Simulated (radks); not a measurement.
# Valence configurations of Dy³⁺

Aim: which of several valence configurations of Dy³⁺ lies lowest at this level, and whether it is the one NIST lists ([Xe] 4f9).

Method: Dirac Kohn-Sham, PBE, spin-unpolarised, spherical densities, finite nucleus; open shells fill j = l - 1/2 first. Code: radks (a radial shooting solver on a logarithmic mesh, Libxc functionals) version 1.

**1. What is computed**

* element: dysprosium (Z = 66)
* charge: +3
* electrons: 63
* configuration: [Xe] 4f9
* nuclear rms radius: 5.2218 fm
* others tried: 4f7 6s2; 4f7 5d2; 4f8.5 6p0.5; 4f8 6s1; 4f8 6p1; 4f8 5d1; 4f6 5d3; 4f8 5d0.5 6p0.5; 4f7 5d1 6p1

**2. [Xe] 4f9**

Settings of this run:

```text
Z 66
configuration [Xe] 4f9
relativity Dirac
functional pbe,pbe
spin unpolarised
j_filling energy
nucleus finite rms 5.2218 fm
c 137.035999084
```

On the command line:

```bash
$ python run_ks.py task.json out
```

The same process makes all the runs of this session.

**3. [Xe] 4f7 6s2**

Settings, as their differences from step 2:

```diff
@@ -1,3 +1,3 @@
 Z 66
-configuration [Xe] 4f9
+configuration [Xe] 4f7 6s2
 relativity Dirac
```

**4. [Xe] 4f7 5d2**

Settings, as their differences from step 3:

```diff
@@ -1,3 +1,3 @@
 Z 66
-configuration [Xe] 4f7 6s2
+configuration [Xe] 4f7 5d2
 relativity Dirac
```

**5. [Xe] 4f8.5 6p0.5**

Settings, as their differences from step 4:

```diff
@@ -1,3 +1,3 @@
 Z 66
-configuration [Xe] 4f7 5d2
+configuration [Xe] 4f8.5 6p0.5
 relativity Dirac
```

**6. [Xe] 4f8 6s1**

Settings, as their differences from step 5:

```diff
@@ -1,3 +1,3 @@
 Z 66
-configuration [Xe] 4f8.5 6p0.5
+configuration [Xe] 4f8 6s1
 relativity Dirac
```

**7. [Xe] 4f8 6p1**

Settings, as their differences from step 6:

```diff
@@ -1,3 +1,3 @@
 Z 66
-configuration [Xe] 4f8 6s1
+configuration [Xe] 4f8 6p1
 relativity Dirac
```

**8. [Xe] 4f8 5d1**

Settings, as their differences from step 7:

```diff
@@ -1,3 +1,3 @@
 Z 66
-configuration [Xe] 4f8 6p1
+configuration [Xe] 4f8 5d1
 relativity Dirac
```

**9. [Xe] 4f6 5d3**

Settings, as their differences from step 8:

```diff
@@ -1,3 +1,3 @@
 Z 66
-configuration [Xe] 4f8 5d1
+configuration [Xe] 4f6 5d3
 relativity Dirac
```

**10. [Xe] 4f8 5d0.5 6p0.5**

Settings, as their differences from step 9:

```diff
@@ -1,3 +1,3 @@
 Z 66
-configuration [Xe] 4f6 5d3
+configuration [Xe] 4f8 5d0.5 6p0.5
 relativity Dirac
```

**11. [Xe] 4f7 5d1 6p1**

Settings, as their differences from step 10:

```diff
@@ -1,3 +1,3 @@
 Z 66
-configuration [Xe] 4f8 5d0.5 6p0.5
+configuration [Xe] 4f7 5d1 6p1
 relativity Dirac
```

Q: Predict the outcome of this session. Wanted: for each run, valence; E − E(NIST configuration); highest level; its energy; 1s shift.

**Answer**, as computed:

| valence | E − E(NIST configuration) (eV) | highest level | its energy (eV) | 1s shift (eV) |
| --- | --- | --- | --- | --- |
| 4f9 | 0.000 | 4f7/2 | -34.083 | +0.00 |
| 4f8.5 6p0.5 | 8.943 | 6p1/2 | -19.574 | -5.80 |
| 4f8 5d1 | 11.523 | 5d3/2 | -26.997 | -7.63 |
| 4f8 6s1 | 14.844 | 6s1/2 | -25.508 | -10.95 |
| 4f8 5d0.5 6p0.5 | 15.667 | 6p1/2 | -19.890 | -9.76 |
| 4f8 6p1 | 20.138 | 6p1/2 | -20.758 | -11.93 |
| 4f7 5d2 | 28.658 | 5d3/2 | -28.845 | -16.01 |
| 4f7 6s2 | 38.426 | 6s1/2 | -27.772 | -23.16 |
| 4f7 5d1 6p1 | 38.579 | 6p1/2 | -21.330 | -20.47 |
| 4f6 5d3 | 52.056 | 5d3/2 | -30.660 | -25.04 |

The NIST configuration is the lowest of those tried, 8.943 eV under 4f8.5 6p0.5. The energies are those of spherical spin-averaged densities, not of single terms. The 1s eigenvalue shifts by up to 25.04 eV as the valence charge is rearranged.
